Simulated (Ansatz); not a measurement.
# YAl2N3: the cost of one run

Computed with Ansatz 0.2.0 (DFT PBE, scalar-relativistic, plane waves, PAW, unless a step's input says otherwise).

### Step 1. The starting structure

It takes space group R-3m (No. 166, trigonal). The conventional cell has a = 5.235 Å, b = 5.235 Å, c = 11.237 Å, α = 90.00°, β = 90.00°, γ = 120.00°. Y (site symmetry -3m) is surrounded by 6 N at 2.41 Å. Around Al (site symmetry 3m) lie 3 N at 2.15 Å. N (site symmetry 2/m) has 2 Al at 2.15 Å and 2 Y at 2.41 Å as nearest neighbours.

As a file:

```cif
data_structure
_symmetry_space_group_name_H-M 'R-3m:H'
_symmetry_Int_Tables_number 166
_cell_length_a 5.2348
_cell_length_b 5.2348
_cell_length_c 11.2369
_cell_angle_alpha 90.000
_cell_angle_beta 90.000
_cell_angle_gamma 120.000
_cell_volume 266.68
loop_
_atom_site_label
_atom_site_type_symbol
_atom_site_symmetry_multiplicity
_atom_site_Wyckoff_symbol
_atom_site_fract_x
_atom_site_fract_y
_atom_site_fract_z
_atom_site_occupancy
Y1 Y 3 b 0.33333 0.66667 0.16667 1
Al1 Al 6 c 0.33333 0.66667 0.46937 1
N1 N 9 e 0.16667 0.33333 0.33333 1
```

The cell is invented: random cell by space group and Wyckoff sites (R-3m, No. 166). The dimensions are guesses.

### Step 2. The guess as it stands, on a coarse mesh

input.yaml reads:

```yaml
crystal:
  lattice:
    - [2.61742141, 1.51116896, 3.74564168]
    - [-2.61742141, 1.51116896, 3.74564168]
    - [0.0, -3.02233791, 3.74564168]
  atoms:
    - { symbol: "Y", position: [0.5, 0.5, 0.5] }
    - { symbol: Al, position: [0.80270271, 0.80270271, 0.80270271] }
    - { symbol: Al, position: [0.19729729, 0.19729729, 0.19729729] }
    - { symbol: "N", position: [0.5, 0.5, 0.0] }
    - { symbol: "N", position: [0.0, 0.5, 0.5] }
    - { symbol: "N", position: [0.5, 0.0, 0.5] }
basis:
  ecutwfc: 420
kpoints:
  mp_grid: { grid: [6, 6, 6] }
hamiltonian:
  xc: pbe
scf:
  occupations: { method: gaussian, width: 0.1 }
  lower_state_search: "off"
output:
  forces: true
  stress: true
  eigenvalues: true
```

Command:

```console
> ansatz run input.yaml --threads 1 --pin off --max-ram 2560MiB --backend cpu --events-out ev --progress --plain --runs-dir out
```

Q: Estimate wall time and peak memory on 1 thread of AMD EPYC 7R43 (Zen 3), shared host.

About 2.6 s, with a peak of 0.42 GiB.
